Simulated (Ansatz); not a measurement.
Born–Oppenheimer molecular dynamics of a periodic cell of 16 atoms, Ta (start crystal Ta, start structure bcc, volume 1.15 times the crystal's). It goes on from the last frame of an earlier run, with new velocities.

Level of theory: Ansatz 0.2.0, DFT PBEsol, scalar-relativistic, plane waves, PAW. Settings: accuracy low, cutoff 420 eV, k mesh 2x2x2, fermi-dirac smearing 0.3 eV, no spin polarisation.

```json
{"ensemble": "NVT, Langevin thermostat", "time step": "2.25 fs", "steps asked": "289", "set temperature": "2800 K", "friction": "0.02 /fs", "temperature schedule": "217 steps to 300 K, then 72 steps to 300 K", "seed": "69227"}
```

First frame:

```xyz
16
Lattice="6.9357 0.0000 0.0000 0.0000 6.9357 0.0000 0.0000 0.0000 6.9357" Properties=species:S:1:pos:R:3
Ta -0.040 0.154 -0.477
Ta 3.534 -0.065 -0.161
Ta 0.115 3.139 0.217
Ta -0.051 0.041 3.598
Ta 1.495 1.712 1.655
Ta 3.763 3.615 -0.179
Ta 3.558 0.383 3.315
Ta 5.066 2.038 1.569
Ta -0.236 3.738 3.402
Ta 1.881 5.375 1.343
Ta 1.590 1.896 5.058
Ta 3.071 3.921 3.620
Ta 5.429 5.324 1.322
Ta 4.922 2.249 4.908
Ta 1.235 4.820 5.487
Ta 5.330 5.454 4.883
```

(1) What does the run give?

(2) What happens to the structure?

(3) How do temperature and energy run in time?

## Answers

(1) The run went to its last step.

```yaml
steps_done: 289
time_covered: 650.25 fs
mean_temperature_over_the_second_half: 633 K
spread_of_the_potential_energy_over_the_second_half: 52.5 meV per atom
mean_potential_energy_of_the_second_half_above_the_start: -322.1 meV per atom
```

The schedule's set-point averaged 509 K over the second half and the system 633 K, so it lags behind the ramp. A run of 0.65 ps of so small a system gives no equilibrium averages. Limits of this set-up: coarse k mesh, low accuracy level.

(2) Mean squared displacements from the first frame to the last, about the centre of mass: Ta 0.16 Å². Another seed would give other details.

(3) 
```json
{"time (fs)": "0.0", "T (K)": "2625", "potential energy less start (eV)": "0.000"}
{"time (fs)": "20.2", "T (K)": "2633", "potential energy less start (eV)": "-0.112"}
{"time (fs)": "40.5", "T (K)": "2689", "potential energy less start (eV)": "-0.296"}
{"time (fs)": "60.8", "T (K)": "3116", "potential energy less start (eV)": "-0.329"}
{"time (fs)": "81.0", "T (K)": "2955", "potential energy less start (eV)": "-0.218"}
{"time (fs)": "101.2", "T (K)": "2685", "potential energy less start (eV)": "-0.213"}
{"time (fs)": "121.5", "T (K)": "2791", "potential energy less start (eV)": "-0.032"}
{"time (fs)": "141.8", "T (K)": "1717", "potential energy less start (eV)": "-0.374"}
{"time (fs)": "162.0", "T (K)": "2402", "potential energy less start (eV)": "-1.475"}
{"time (fs)": "182.2", "T (K)": "2264", "potential energy less start (eV)": "-2.319"}
{"time (fs)": "202.5", "T (K)": "2076", "potential energy less start (eV)": "-2.656"}
{"time (fs)": "222.8", "T (K)": "1298", "potential energy less start (eV)": "-2.890"}
{"time (fs)": "243.0", "T (K)": "1557", "potential energy less start (eV)": "-3.438"}
{"time (fs)": "263.2", "T (K)": "2246", "potential energy less start (eV)": "-3.374"}
{"time (fs)": "283.5", "T (K)": "1404", "potential energy less start (eV)": "-2.585"}
{"time (fs)": "303.8", "T (K)": "800", "potential energy less start (eV)": "-1.932"}
{"time (fs)": "324.0", "T (K)": "1084", "potential energy less start (eV)": "-2.520"}
{"time (fs)": "344.2", "T (K)": "1650", "potential energy less start (eV)": "-3.584"}
{"time (fs)": "364.5", "T (K)": "1035", "potential energy less start (eV)": "-4.088"}
{"time (fs)": "384.8", "T (K)": "831", "potential energy less start (eV)": "-4.305"}
{"time (fs)": "405.0", "T (K)": "735", "potential energy less start (eV)": "-4.589"}
{"time (fs)": "425.2", "T (K)": "822", "potential energy less start (eV)": "-4.739"}
{"time (fs)": "445.5", "T (K)": "661", "potential energy less start (eV)": "-5.021"}
{"time (fs)": "465.8", "T (K)": "646", "potential energy less start (eV)": "-5.280"}
{"time (fs)": "486.0", "T (K)": "494", "potential energy less start (eV)": "-5.523"}
{"time (fs)": "506.2", "T (K)": "524", "potential energy less start (eV)": "-5.691"}
{"time (fs)": "526.5", "T (K)": "440", "potential energy less start (eV)": "-5.741"}
{"time (fs)": "546.8", "T (K)": "343", "potential energy less start (eV)": "-5.672"}
{"time (fs)": "567.0", "T (K)": "364", "potential energy less start (eV)": "-5.738"}
{"time (fs)": "587.2", "T (K)": "309", "potential energy less start (eV)": "-5.854"}
{"time (fs)": "607.5", "T (K)": "243", "potential energy less start (eV)": "-5.908"}
{"time (fs)": "627.8", "T (K)": "297", "potential energy less start (eV)": "-6.031"}
{"time (fs)": "648.0", "T (K)": "343", "potential energy less start (eV)": "-6.117"}
```

Time of the run: 16 min on 2 CPU threads of a shared host.
